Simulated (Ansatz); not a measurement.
Predict the output of the script below (Ansatz 0.2.0 through its Python package).

Contents of `POSCAR`:
```text
BN
1.0
   2.53600000    0.00000000    0.00000000
  -1.26800000    2.19624042    0.00000000
   0.00000000    0.00000000    4.19900000
B N
2 2
Direct
   0.66666667    0.33333333    0.00000000
   0.33333333    0.66666667    0.50000000
   0.66666667    0.33333333    0.37500000
   0.33333333    0.66666667    0.87500000
```

`run_ecut.py`
```python
# -*- coding: utf-8 -*-
'''Cutoff test for BN.'''

import ansatz as az
from ase.io import read
import matplotlib.pyplot as plt


def main():
    atoms = read('POSCAR', format='vasp')
    cell = az.Crystal.from_ase(atoms)

    model = (
        cell.calculation()
        .scf(tolerance=1e-08, max_iterations=100, extra_bands=8)
        .occupations('methfessel_paxton', width=0.01)
        .kpoints(5, 5, 3, center='gamma')
        .functional('PBE', dispersion='d3bj')
    )

    rows = []
    for value in [250, 325, 400, 475]:
        data = model.basis(value).run().report
        rows.append((value, data['free_energy_ev'] / len(data['lattice']['sites']), data['n_iterations'], data['n_pw']))

    print(' cutoff (eV)   F/atom (eV)    iterations   plane waves')
    for row in rows:
        print(f'{str(row[0]):>12s}  {row[1]:12.5f}  {row[2]:12d}  {row[3]:12d}')

    # the last row is the reference
    for row in rows[:-1]:
        shift = 1000 * (row[1] - rows[-1][1])
        print(f'{row[0]}: {shift:+.2f} meV/atom' + ('  (within 1 meV)' if abs(shift) < 1 else ''))
    plt.figure(figsize=(4.5, 3))
    plt.plot([str(row[0]) for row in rows], [1000 * (row[1] - rows[-1][1]) for row in rows], 'o-')
    plt.xlabel('cutoff (eV)')
    plt.ylabel('F - F(last) (meV/atom)')
    plt.tight_layout()
    plt.savefig('ecut.png', dpi=100)


if __name__ == '__main__':
    main()
```

Output of `python run_ecut.py`:
```text
DeckWarning: basis.ecutwfc = 250 eV is below the records' recommended 420 eV, and the density's cutoff is lower with it unless basis.ecutrho_ratio is high enough to keep the records' density cutoff: compare with a run at a higher cutoff
DeckWarning: basis.ecutwfc = 325 eV is below the records' recommended 420 eV, and the density's cutoff is lower with it unless basis.ecutrho_ratio is high enough to keep the records' density cutoff: compare with a run at a higher cutoff
DeckWarning: basis.ecutwfc = 400 eV is below the records' recommended 420 eV, and the density's cutoff is lower with it unless basis.ecutrho_ratio is high enough to keep the records' density cutoff: compare with a run at a higher cutoff
 cutoff (eV)   F/atom (eV)    iterations   plane waves
         250    -270.77635             6           209
         325    -271.25731             6           313
         400    -271.32023             5           391
         475    -271.32717             5           549
250: +550.82 meV/atom
325: +69.86 meV/atom
400: +6.94 meV/atom
```
(Warnings from the package without file and line.)

What to keep in mind:
- Energy and stress may still move on a finer k-point mesh.
- Of the deposited cell: the entry's cell lengths or inner coordinates differ somewhat from later room-temperature determinations.
- The structure is a deposited one; some such entries were measured under pressure or heat, so a shift against it needn't be the functional's error alone.
- Shifts are counted from the last row, which is itself no proven limit.
- Processor time in the engine: 1 s on 1 thread of Intel(R) Xeon(R) Processor @ 2.30GHz (shared host), peak memory 0.52 GiB.
